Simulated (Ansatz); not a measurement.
**CH₅NOSi: up Jacob's ladder to CCSD(T)**

One table from this session's results is given with a row withheld; the runs are named, their logs left out.

Computed with Ansatz 0.2.0, Gaussian basis. Level: functionals in def2-TZVPP, the program's frozen cores in correlated methods.

Levels to be run: LDA (SPW92), PBE-D4, revPBE-D4, BLYP-D4, r2SCAN-D4, B97M-V, PBE0-D4, B3LYP-D4, r2SCANh-D4, r2SCAN0-D4, HSE06-D4, BHLYP-D4, CAM-B3LYP-D4, LC-ωPBE, ωB97X-V, ωB97M-V, B2PLYP, PBE-QIDH; CCSD(T)/def2-SVP; CCSD(T)/def2-TZVPP; MP2/def2-QZVPP; extrapolation to the limit; RPA on PBE.

### The relaxed structure

An earlier PBE0-D4 in a triple-zeta def2 set relaxation fixed the geometry.

9 atoms, charge 0, spin multiplicity 1.

Atoms are counted from 1 here; the program's logs count them from 0.

Bond lengths: O1–C2 1.335 Å, O1–H5 0.969 Å, C2–N3 1.255 Å, C2–H6 1.096 Å, N3–Si4 1.727 Å, Si4–H7 1.494 Å, Si4–H8 1.484 Å, Si4–H9 1.484 Å. Angles: C2–O1–H5 106.6°, O1–C2–N3 123.3°, O1–C2–H6 109.7°, N3–C2–H6 126.9°, C2–N3–Si4 124.9°, N3–Si4–H7 112.0°, N3–Si4–H8 109.0°, N3–Si4–H9 109.0°, H7–Si4–H8 109.0°, H7–Si4–H9 109.0°, H8–Si4–H9 108.9°.

Set-up of the first run:

The input, in.yaml:

```yaml
crystal:
  periodic: [false, false, false]
  atoms:
    - {symbol: O, position_ang: [-1.105379, 2.148010, 0.303039]}
    - {symbol: C, position_ang: [-0.408628, 1.018712, 0.452541]}
    - {symbol: N, position_ang: [-0.258706, 0.174446, -0.463546]}
    - {symbol: Si, position_ang: [0.632496, -1.297917, -0.315172]}
    - {symbol: H, position_ang: [-1.436138, 2.151433, -0.607680]}
    - {symbol: H, position_ang: [-0.009095, 0.962445, 1.471645]}
    - {symbol: H, position_ang: [1.218822, -1.462490, 1.049311]}
    - {symbol: H, position_ang: [-0.274120, -2.440366, -0.591783]}
    - {symbol: H, position_ang: [1.729348, -1.300574, -1.315454]}
basis:
  gaussian: {orbitals: def2-TZVPP}
hamiltonian: {xc: lda}
output: {orbitals: {seedname: orbitals}}
```

Command:

```sh
ansatz run in.yaml --threads 2 --pin off --events-out ev --progress --plain --max-ram 4352MiB
```

Among the steps run: LDA; PBE-D4 (GGA); revPBE-D4 (GGA); BLYP-D4 (GGA); r2SCAN-D4 (meta-GGA); B97M-V (meta-GGA); PBE0-D4 (hybrid); B3LYP-D4 (hybrid); r2SCANh-D4 (hybrid); r2SCAN0-D4 (hybrid); HSE06-D4 (hybrid); BHLYP-D4 (hybrid); CAM-B3LYP-D4 (range-separated); LC-ωPBE (range-separated); ωB97X-V (range-separated); ωB97M-V (range-separated); B2PLYP (double hybrid); PBE-QIDH (double hybrid).

One table of the session follows, with a row left open; its other results are not shown here.

It belongs to the step «Orbital energies across the functionals». 

| functional | HOMO (eV) | gap (eV) |
| --- | --- | --- |
| LDA (SPW92) | -6.53 | 5.05 |
| PBE-D4 | -6.39 | 5.16 |
| revPBE-D4 | ? | ? |
| BLYP-D4 | -6.29 | 5.18 |
| r2SCAN-D4 | -6.68 | 5.69 |
| B97M-V | -6.84 | 5.92 |
| PBE0-D4 | -7.80 | 7.67 |
| B3LYP-D4 | -7.58 | 7.19 |
| r2SCANh-D4 | -7.20 | 6.62 |
| r2SCAN0-D4 | -8.01 | 8.02 |
| HSE06-D4 | -7.39 | 6.88 |
| BHLYP-D4 | -9.16 | 10.25 |
| CAM-B3LYP-D4 | -9.22 | 10.29 |
| LC-ωPBE | -10.55 | 12.86 |
| ωB97X-V | -10.22 | 12.46 |
| ωB97M-V | -10.13 | 12.25 |

**Question.** Estimate the row for revPBE-D4.

As computed: HOMO (eV): -6.33; gap (eV): 5.20. In the column «HOMO (eV)» it lies between PBE-D4 (-6.39) and BLYP-D4 (-6.29).
